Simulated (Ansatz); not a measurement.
What does this script print? It uses the Ansatz DFT code, driven from Python.

`ch4ssesi.py`
```python
"""Bending curve of CH4SSeSi."""

import warnings

import ansatz
from ase import Atoms

warnings.simplefilter("ignore", ansatz.DeckWarning)

atoms = Atoms(["S", "C", "Si", "Se", "H", "H", "H", "H"], positions=[
    (0.1132, 2.4447, -0.9369),
    (-0.1334, 1.496, 0.0673),
    (0.063, -0.2841, -0.3431),
    (-0.226, -1.5246, 1.5328),
    (-0.4076, 1.7928, 1.0539),
    (1.4731, -0.5013, -0.7901),
    (-0.82, -0.6746, -1.3841),
    (0.0299, -2.8061, 0.7446),
])

# relax first, so that the scan starts from a minimum
first = (
    ansatz.Crystal.molecule_from_ase(atoms).calculation()
    .basis(gaussian="def2-SVP")
    .functional("r2scan")
    .scf(lower_state_search="off")
    .relax(force_tolerance=0.02, max_steps=80)
)
atoms.positions = first.run(threads=1).report["positions_ang"]

rows = []
for angle in [85, 95, 105, 115, 125, 140, 160]:
    bent = atoms.copy()
    bent.set_angle(2, 3, 7, angle, indices=[7])
    calculation = (
        ansatz.Crystal.molecule_from_ase(bent).calculation()
        .basis(gaussian="def2-SVP")
        .functional("r2scan")
        .scf(lower_state_search="off")
    )
    rows.append((angle, calculation.run(threads=1).report["free_energy_ev"]))
floor = min(e for _, e in rows)
for angle, e in rows:
    print(f"angle Si2-Se3-H7 = {angle:3d} deg   {1000 * (e - floor):9.1f} meV")
```

```console
$ python ch4ssesi.py
angle Si2-Se3-H7 =  85 deg        30.9 meV
angle Si2-Se3-H7 =  95 deg         0.0 meV
angle Si2-Se3-H7 = 105 deg        63.8 meV
angle Si2-Se3-H7 = 115 deg       215.9 meV
angle Si2-Se3-H7 = 125 deg       446.0 meV
angle Si2-Se3-H7 = 140 deg       902.9 meV
angle Si2-Se3-H7 = 160 deg      1578.1 meV
```

What to keep in mind:
- The settings weren't tested for convergence.
- The scan is rigid, and the energies are electronic, in a modest basis. The zero is the lowest point of the grid, which needn't be the minimum.
- Wall time of the script: 70 s on 1 thread of Arm Neoverse V1 (shared host), peak memory 0.22 GiB.
